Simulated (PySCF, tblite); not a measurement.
**C2H14OSi5: geometry, infrared bands and NMR shifts**

Wanted: the infrared bands and NMR shifts of C2H14OSi5 (`O=C[SiH2][Si@H]([SiH3])[SiH2]C[SiH3]`), by calculation.

Computed with tblite 0.8.0 and PySCF 2.14.0, with density-fitted response routines of our own, on a single molecule in the gas phase. Atoms are numbered from 0 throughout.

### Step 1. The starting structure

22 atoms, charge 0, multiplicity 1; geometry from: force field or distance geometry start.

Bonds of the start (Å): O0–C1 1.24, C1–Si2 1.85, Si2–Si3 2.27, Si3–Si4 2.29, Si3–Si5 2.28, Si5–C6 1.85, C6–Si7 1.86, C1–H8 1.09, Si2–H9 1.49, Si2–H10 1.50, Si3–H11 1.49, Si4–H12 1.48, Si4–H13 1.49, Si4–H14 1.49, Si5–H15 1.48, Si5–H16 1.49, C6–H17 1.10, C6–H18 1.09, Si7–H19 1.49, Si7–H20 1.48, Si7–H21 1.48.

### Step 2. Geometry optimisation with GFN2-xTB

What the job is given:

```
{"job": {"kind": "relax", "xc": "GFN2-xTB", "basis": "xTB"}, "charge": 0, "multiplicity": 1}
O     -2.333400     1.120600     2.062900
C     -2.621800     1.919500     1.164400
Si    -2.666400     1.303100    -0.580300
Si    -1.133600    -0.332100    -0.917000
Si    -1.657000    -2.087700     0.458500
Si     0.892200     0.495100    -0.265300
C      2.209300    -0.775200    -0.515000
Si     3.824200    -0.001900    -0.027800
H     -2.830300     2.976200     1.350300
H     -2.392300     2.425500    -1.519100
H     -4.034400     0.805000    -0.948600
H     -1.094600    -0.760000    -2.342900
H     -1.415200    -1.789700     1.892800
H     -0.795300    -3.247200     0.087200
H     -3.076400    -2.478900     0.255200
H      1.160500     1.698100    -1.084400
H      0.831800     0.939800     1.154600
H      2.016800    -1.670500     0.101900
H      2.242300    -1.104300    -1.549000
H      3.829300     0.403400     1.401500
H      4.904400    -0.989900    -0.216500
H      4.129200     1.170600    -0.884400
```

Command:

```console
> OMP_NUM_THREADS=1 python probes_run.py task.json out
```

This one command runs all jobs of the session in turn.

**Question.** This job is followed by: GFN2-xTB harmonic vibrations, gas phase; GIAO PBE0/pcSseg-1 NMR shielding, non-relativistic, gas phase. Predict these results of the whole session: strongest single infrared mode (GFN2-xTB); zero-point energy (GFN2-xTB); 13C shifts against TMS (PBE0/pcSseg-1); 1H shifts against TMS (PBE0/pcSseg-1, means over atoms taken as alike); 17O shifts against H2O (PBE0/pcSseg-1); 29Si shifts against TMS (PBE0/pcSseg-1).

The runs gave:

| quantity | value |
| --- | --- |
| strongest single infrared mode (GFN2-xTB) | 578 cm⁻¹, 536 km/mol |
| zero-point energy (GFN2-xTB) | 83.3 kcal/mol |
| 13C shifts against TMS (PBE0/pcSseg-1) | 255.3, -12.1 ppm |
| 1H shifts against TMS (PBE0/pcSseg-1, means over atoms taken as alike) | 12.45, 4.59, 4.51, 4.27, 4.09, 4.03, 3.68, 3.03, -0.09, -0.22 ppm |
| 17O shifts against H2O (PBE0/pcSseg-1) | 939.6 ppm |
| 29Si shifts against TMS (PBE0/pcSseg-1) | -59.8, -60.8, -70.8, -108.9, -142.1 ppm |

What this shows: The optimisation took 90 steps and gained 0.516 eV; among the close pairs (by a distance rule), C1–Si2 changed most, from 1.851 to 1.913 Å. The lowest mode is imaginary (26i cm⁻¹), so the xTB geometry is not a minimum. The strongest single mode, at 578 cm⁻¹, moves mainly H11. GFN2-xTB is a fitted tight-binding method: band positions and strengths are rough. Its intensities can rank the bands wrongly. At PBE0/pcSseg-1: The largest span, 2020 ppm, is at O0, where the paramagnetic term is -1013 ppm.
